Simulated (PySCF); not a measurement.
# WOF3: how settings move a single point

Aim: repeat the single point on relaxed WOF3 with altered settings, some of them bad on purpose. The structure is generated, not taken from experiment.

Computed with PySCF 2.14.0. Level: BP86, W def2-SVP with ECP60, O def2-SVP, F def2-SVP; scalar-relativistic core potentials, no spin–orbit coupling.

4 further runs of the same task are left out: 2 for a known fault of the program, 2 that didn't finish.

## 1. Where the work starts

5 atoms, charge 0, spin multiplicity 2.

Bond lengths: W1–O2 1.713 Å, W1–F3 1.864 Å, W1–F4 1.894 Å, W1–F5 1.865 Å. Angles: O2–W1–F3 101.9°, O2–W1–F4 131.4°, O2–W1–F5 101.7°, F3–W1–F4 95.8°, F3–W1–F5 136.1°, F4–W1–F5 95.7°.

As a file:

```xyz
5

W    -0.0482    0.0903   -0.0442
O     0.6897    1.1731    1.0593
F    -0.7940   -1.1761    1.1027
F     0.6943   -1.1615   -1.2570
F    -0.6843    1.2580   -1.3514
```

Formal oxidation states: W +5. An earlier session relaxed this geometry at BP86, W def2-SVP with ECP60, O def2-SVP, F def2-SVP (doublet, point group Cs).

The sound run used a (50, 194) grid (finer on f atoms), a threshold of 1e-8 and at most 55 cycles, and ended at -441.857579 Eh.

## 2. Try 1

run.py (the lines that set the calculation) reads:

```python
mol = gto.M(atom='''
W     -0.04820     0.09030    -0.04424
O      0.68971     1.17315     1.05927
F     -0.79398    -1.17608     1.10268
F      0.69426    -1.16145    -1.25701
F     -0.68427     1.25805    -1.35138''',
    basis={'W': 'def2-SVP', 'O': 'def2-SVP', 'F': 'def2-SVP'},
    ecp={'W': 'def2-SVP'},
    charge=0, spin=1)
mf = dft.UKS(mol, xc='B88,P86')
mf.grids.atom_grid = (50, 194)
mf = mf.density_fit()  # fitting sets: W def2-universal-JKFIT, O def2-universal-JKFIT, F def2-universal-JKFIT
mf.conv_tol = 0.0001; mf.max_cycle = 55
mf.kernel(dm0)  # dm0: free metal ions and neutral atoms
```

Command:

```
$ OMP_NUM_THREADS=2 python run.py
```

The program printed:

```text
init E= -457.431309041355
  HOMO = -0.123956731774  LUMO = -0.11852982646  gap/eV = 0.14767
cycle= 1 E= -435.062729418787  delta_E= 22.4  |g|= 4.23  |ddm|= 3.96
  HOMO = 0.0445662548365  LUMO = 0.0465280276864  gap/eV = 0.05338
cycle= 2 E= -423.357636214356  delta_E= 11.7  |g|= 5.36  |ddm|= 7.05
  HOMO = -0.29777055022  LUMO = -0.288842025055  gap/eV = 0.24296
cycle= 3 E= -439.127997144475  delta_E= -15.8  |g|= 2.36  |ddm|= 5.73
  HOMO = -0.254003467859  LUMO = -0.244566457833  gap/eV = 0.25679
cycle= 4 E= -436.876664710173  delta_E= 2.25  |g|= 2.95  |ddm|= 3.22
  HOMO = -0.126309731194  LUMO = -0.119117186353  gap/eV = 0.19572
cycle= 5 E= -441.48849571597  delta_E= -4.61  |g|= 0.82  |ddm|= 2.75
  HOMO = -0.261943074065  LUMO = -0.222612177374  gap/eV = 1.07025
cycle= 6 E= -441.778087213605  delta_E= -0.29  |g|= 0.44  |ddm|=  1.1
  HOMO = -0.214216965052  LUMO = -0.164137511037  gap/eV = 1.36273
cycle= 7 E= -441.803480884605  delta_E= -0.0254  |g|= 0.38  |ddm|= 0.53
  HOMO = -0.196706902667  LUMO = -0.143648771835  gap/eV = 1.44379
cycle= 8 E= -441.845130999106  delta_E= -0.0417  |g|= 0.172  |ddm|= 0.289
  HOMO = -0.208354209177  LUMO = -0.155478370882  gap/eV = 1.43882
cycle= 9 E= -441.850222721923  delta_E= -0.00509  |g|= 0.131  |ddm|= 0.0856
  HOMO = -0.207886627184  LUMO = -0.155211359249  gap/eV = 1.43337
cycle= 10 E= -441.854106743703  delta_E= -0.00388  |g|= 0.0909  |ddm|= 0.0346
  HOMO = -0.208647930522  LUMO = -0.156679346811  gap/eV = 1.41414
cycle= 11 E= -441.85676853867  delta_E= -0.00266  |g|= 0.0457  |ddm|= 0.0545
  HOMO = -0.209101299269  LUMO = -0.157437053459  gap/eV = 1.40586
cycle= 12 E= -441.857532912219  delta_E= -0.000764  |g|= 0.0109  |ddm|= 0.0362
  HOMO = -0.210233925839  LUMO = -0.158828481364  gap/eV = 1.39881
cycle= 13 E= -441.85757748354  delta_E= -4.46e-05  |g|= 0.00191  |ddm|= 0.00931
  HOMO = -0.210206534579  LUMO = -0.15888089976  gap/eV = 1.39664
Extra cycle  E= -441.857564419192  delta_E= 1.31e-05  |g|= 0.00607  |ddm|= 0.00534
converged SCF energy = -441.857564419192  <S^2> = 0.75174713  2S+1 = 2.0017464
```

It took 3.3 s on 2 threads of Arm Neoverse V2, shared host.

Changed: the SCF threshold (0.0001). It converges in 13 cycles, at the sound run's energy within 0.001 eV, with a largest force component of 0.05 eV/Å. The result survives the change.

## 3. Try 2

Changes to run.py (the lines that set the calculation) since step 2:

```diff
@@ -10,5 +10,5 @@
 mf = dft.UKS(mol, xc='B88,P86')
-mf.grids.atom_grid = (50, 194)
+mf.grids.atom_grid = (15, 26)
 mf = mf.density_fit()  # fitting sets: W def2-universal-JKFIT, O def2-universal-JKFIT, F def2-universal-JKFIT
-mf.conv_tol = 0.0001; mf.max_cycle = 55
+mf.conv_tol = 1e-08; mf.max_cycle = 55
 mf.kernel(dm0)  # dm0: free metal ions and neutral atoms
```

Command:

```
$ OMP_NUM_THREADS=2 python run.py
```

The program printed:

```text
init E= -457.383711161388
  HOMO = -0.12111986024  LUMO = -0.11976600649  gap/eV = 0.03684
cycle= 1 E= -434.554544379838  delta_E= 22.8  |g|= 4.28  |ddm|=  4.1
  HOMO = 0.0712112993945  LUMO = 0.0739030859349  gap/eV = 0.07325
cycle= 2 E= -419.734249039079  delta_E= 14.8  |g|= 5.57  |ddm|= 8.03
  HOMO = -0.312517215481  LUMO = -0.306436735642  gap/eV = 0.16546
cycle= 3 E= -438.55869356554  delta_E= -18.8  |g|= 2.57  |ddm|=    7
  HOMO = -0.245663441164  LUMO = -0.236760662772  gap/eV = 0.24226
cycle= 4 E= -437.5291733857  delta_E= 1.03  |g|= 2.85  |ddm|= 3.21
  HOMO = -0.11853229313  LUMO = -0.112915224539  gap/eV = 0.15285
cycle= 5 E= -441.373734629379  delta_E= -3.84  |g|= 0.914  |ddm|= 2.69
  HOMO = -0.267606541858  LUMO = -0.228052846748  gap/eV = 1.07631
cycle= 6 E= -441.759873468033  delta_E= -0.386  |g|= 0.416  |ddm|=  1.2
  HOMO = -0.218334401383  LUMO = -0.166194887853  gap/eV = 1.41879
cycle= 7 E= -441.775798361031  delta_E= -0.0159  |g|= 0.385  |ddm|= 0.554
  HOMO = -0.203996574528  LUMO = -0.148667368599  gap/eV = 1.50558
cycle= 8 E= -441.824939606821  delta_E= -0.0491  |g|= 0.121  |ddm|= 0.307
  HOMO = -0.2158197696  LUMO = -0.161087253268  gap/eV = 1.48935
cycle= 9 E= -441.830002425603  delta_E= -0.00506  |g|= 0.0539  |ddm|= 0.0903
  HOMO = -0.216275855537  LUMO = -0.161750859441  gap/eV = 1.48370
cycle= 10 E= -441.83087004668  delta_E= -0.000868  |g|= 0.0306  |ddm|= 0.0226
  HOMO = -0.21670282141  LUMO = -0.162365471063  gap/eV = 1.47859
cycle= 11 E= -441.831088833169  delta_E= -0.000219  |g|= 0.0207  |ddm|= 0.0192
  HOMO = -0.217235834476  LUMO = -0.163086865478  gap/eV = 1.47347
cycle= 12 E= -441.831245416856  delta_E= -0.000157  |g|= 0.00552  |ddm|= 0.0136
  HOMO = -0.217266863617  LUMO = -0.163181599651  gap/eV = 1.47173
cycle= 13 E= -441.831257516642  delta_E= -1.21e-05  |g|= 0.000835  |ddm|= 0.00389
  HOMO = -0.217289992134  LUMO = -0.163241283661  gap/eV = 1.47074
cycle= 14 E= -441.83125780561  delta_E= -2.89e-07  |g|= 0.000214  |ddm|= 0.000666
  HOMO = -0.217298015077  LUMO = -0.163255115552  gap/eV = 1.47058
cycle= 15 E= -441.831257819583  delta_E= -1.4e-08  |g|= 8.16e-05  |ddm|= 0.000177
  HOMO = -0.217297434437  LUMO = -0.163257967166  gap/eV = 1.47049
cycle= 16 E= -441.831257822184  delta_E= -2.6e-09  |g|= 1.25e-05  |ddm|= 6.66e-05
  HOMO = -0.217296652701  LUMO = -0.163257168716  gap/eV = 1.47049
Extra cycle  E= -441.8312578212  delta_E= 9.84e-10  |g|= 5.14e-05  |ddm|= 4.34e-05
converged SCF energy = -441.8312578212  <S^2> = 0.75140531  2S+1 = 2.0014048
```

Wall time 2.3 s (2 threads of Arm Neoverse V2, shared host).

Changed: the integration grid, to (15, 26). It converges in 16 cycles, +0.716 eV from the sound run, with a largest force component of 1.40 eV/Å. The setting is unsound, so these numbers aren't the compound's.

## 4. Try 3

Changes to run.py (the lines that set the calculation) since step 3:

```diff
@@ -10,5 +10,5 @@
 mf = dft.UKS(mol, xc='B88,P86')
-mf.grids.atom_grid = (15, 26)
+mf.grids.atom_grid = (50, 194)
 mf = mf.density_fit()  # fitting sets: W def2-universal-JKFIT, O def2-universal-JKFIT, F def2-universal-JKFIT
 mf.conv_tol = 1e-08; mf.max_cycle = 55
-mf.kernel(dm0)  # dm0: free metal ions and neutral atoms
+mf.kernel(dm0)  # dm0: smeared density
```

Command:

```
$ OMP_NUM_THREADS=2 python run.py
```

The program printed:

```text
init E= -441.802383664527
  HOMO = -0.202529320965  LUMO = -0.168355045335  gap/eV = 0.92993
cycle= 1 E= -441.855241719689  delta_E= -0.0529  |g|= 0.0711  |ddm|= 0.559
  HOMO = -0.219061234639  LUMO = -0.170934528454  gap/eV = 1.30959
cycle= 2 E= -441.811012012693  delta_E= 0.0442  |g|= 0.343  |ddm|= 0.286
  HOMO = -0.211793366541  LUMO = -0.162050954314  gap/eV = 1.35356
cycle= 3 E= -441.857270179191  delta_E= -0.0463  |g|= 0.027  |ddm|= 0.228
  HOMO = -0.209246701284  LUMO = -0.158744916978  gap/eV = 1.37422
cycle= 4 E= -441.857407723137  delta_E= -0.000138  |g|= 0.0212  |ddm|= 0.0355
  HOMO = -0.209552041437  LUMO = -0.158603615228  gap/eV = 1.38638
cycle= 5 E= -441.857575083226  delta_E= -0.000167  |g|= 0.00317  |ddm|= 0.0155
  HOMO = -0.2102678292  LUMO = -0.159040889809  gap/eV = 1.39396
cycle= 6 E= -441.857578786013  delta_E= -3.7e-06  |g|= 0.000643  |ddm|= 0.00364
  HOMO = -0.210239682586  LUMO = -0.15894574072  gap/eV = 1.39578
cycle= 7 E= -441.857578777797  delta_E= 8.22e-09  |g|= 0.000739  |ddm|= 0.00095
  HOMO = -0.210200144847  LUMO = -0.158897061449  gap/eV = 1.39603
cycle= 8 E= -441.857578988497  delta_E= -2.11e-07  |g|= 0.000108  |ddm|= 0.00059
  HOMO = -0.210208106632  LUMO = -0.158897604631  gap/eV = 1.39623
cycle= 9 E= -441.857578997017  delta_E= -8.52e-09  |g|= 2.29e-05  |ddm|= 0.000162
  HOMO = -0.210210052003  LUMO = -0.158898755922  gap/eV = 1.39625
Extra cycle  E= -441.857578997556  delta_E= -5.39e-10  |g|= 2.22e-05  |ddm|= 5.38e-05
converged SCF energy = -441.857578997556  <S^2> = 0.75172033  2S+1 = 2.0017196
```

It took 2.9 s on 2 threads of Arm Neoverse V2, shared host.

Changed: the starting guess (smeared density). It converges in 9 cycles, at the sound run's energy within 0.001 eV, with a largest force component of 0.01 eV/Å. The result survives the change.

## 5. Try 4

Changes to run.py (the lines that set the calculation) since step 4:

```diff
@@ -10,5 +10,5 @@
 mf = dft.UKS(mol, xc='B88,P86')
-mf.grids.atom_grid = (50, 194)
+mf.grids.atom_grid = (40, 110)
 mf = mf.density_fit()  # fitting sets: W def2-universal-JKFIT, O def2-universal-JKFIT, F def2-universal-JKFIT
 mf.conv_tol = 1e-08; mf.max_cycle = 55
-mf.kernel(dm0)  # dm0: smeared density
+mf.kernel(dm0)  # dm0: free metal ions and neutral atoms
```

Command:

```
$ OMP_NUM_THREADS=2 python run.py
```

The program printed:

```text
init E= -457.431221431202
  HOMO = -0.123976569933  LUMO = -0.118548969425  gap/eV = 0.14769
cycle= 1 E= -435.064475302075  delta_E= 22.4  |g|= 4.23  |ddm|= 3.96
  HOMO = 0.044280731135  LUMO = 0.0462299414928  gap/eV = 0.05304
cycle= 2 E= -423.362539814913  delta_E= 11.7  |g|= 5.36  |ddm|= 7.05
  HOMO = -0.297522302845  LUMO = -0.288644009371  gap/eV = 0.24159
cycle= 3 E= -439.128619762834  delta_E= -15.8  |g|= 2.36  |ddm|= 5.72
  HOMO = -0.253820821258  LUMO = -0.244389409244  gap/eV = 0.25664
cycle= 4 E= -436.874859281826  delta_E= 2.25  |g|= 2.95  |ddm|= 3.22
  HOMO = -0.12629101864  LUMO = -0.119078386923  gap/eV = 0.19627
cycle= 5 E= -441.488627088936  delta_E= -4.61  |g|= 0.82  |ddm|= 2.75
  HOMO = -0.261895027443  LUMO = -0.222514090831  gap/eV = 1.07161
cycle= 6 E= -441.777517507993  delta_E= -0.289  |g|= 0.441  |ddm|= 1.09
  HOMO = -0.214276530975  LUMO = -0.164133554077  gap/eV = 1.36446
cycle= 7 E= -441.803086530271  delta_E= -0.0256  |g|= 0.38  |ddm|= 0.53
  HOMO = -0.196676396908  LUMO = -0.143530870811  gap/eV = 1.44616
cycle= 8 E= -441.844826952615  delta_E= -0.0417  |g|= 0.172  |ddm|= 0.289
  HOMO = -0.208328850065  LUMO = -0.155353587687  gap/eV = 1.44153
cycle= 9 E= -441.849916950743  delta_E= -0.00509  |g|= 0.131  |ddm|= 0.0856
  HOMO = -0.207858730434  LUMO = -0.155084374357  gap/eV = 1.43606
cycle= 10 E= -441.853816099909  delta_E= -0.0039  |g|= 0.0911  |ddm|= 0.0347
  HOMO = -0.208614233959  LUMO = -0.156543596056  gap/eV = 1.41691
cycle= 11 E= -441.856476878085  delta_E= -0.00266  |g|= 0.0462  |ddm|= 0.0546
  HOMO = -0.20907306496  LUMO = -0.157313373159  gap/eV = 1.40845
cycle= 12 E= -441.85725674152  delta_E= -0.00078  |g|= 0.0108  |ddm|= 0.0365
  HOMO = -0.210208600361  LUMO = -0.158709140291  gap/eV = 1.40137
cycle= 13 E= -441.857300977054  delta_E= -4.42e-05  |g|= 0.00188  |ddm|= 0.0093
  HOMO = -0.210197633859  LUMO = -0.158747253213  gap/eV = 1.40004
cycle= 14 E= -441.857301988156  delta_E= -1.01e-06  |g|= 0.0011  |ddm|= 0.0019
  HOMO = -0.210184758792  LUMO = -0.158760419867  gap/eV = 1.39933
cycle= 15 E= -441.857302410582  delta_E= -4.22e-07  |g|= 0.000287  |ddm|= 0.000877
  HOMO = -0.210185273249  LUMO = -0.158776302145  gap/eV = 1.39891
cycle= 16 E= -441.857302453175  delta_E= -4.26e-08  |g|= 5.03e-05  |ddm|= 0.000311
  HOMO = -0.210185190851  LUMO = -0.158778066392  gap/eV = 1.39886
cycle= 17 E= -441.857302455135  delta_E= -1.96e-09  |g|= 1.84e-05  |ddm|= 8.5e-05
  HOMO = -0.210183791543  LUMO = -0.158777314038  gap/eV = 1.39884
Extra cycle  E= -441.857302455092  delta_E= 4.29e-11  |g|= 2.83e-05  |ddm|= 3.92e-05
converged SCF energy = -441.857302455092  <S^2> = 0.75172682  2S+1 = 2.0017261
```

Wall time 3.2 s (2 threads of Arm Neoverse V2, shared host).

Changed: the integration grid, to (40, 110). It converges in 17 cycles, +0.008 eV from the sound run, with a largest force component of 0.09 eV/Å. The result survives the change.

## 6. Results

| run | changed | ending | energy change (eV) | cycles | time | usable |
| --- | --- | --- | --- | --- | --- | --- |
| 1 | the SCF threshold | converged | 0.000 | 13 | 3.3 s | yes |
| 2 | the integration grid | converged | +0.716 | 16 | 2.3 s | no |
| 3 | the starting guess | converged | 0.000 | 9 | 2.9 s | yes |
| 4 | the integration grid | converged | +0.008 | 17 | 3.2 s | yes |

3 of 4 altered runs give a usable result. 1 ended normally with numbers unfit to quote.
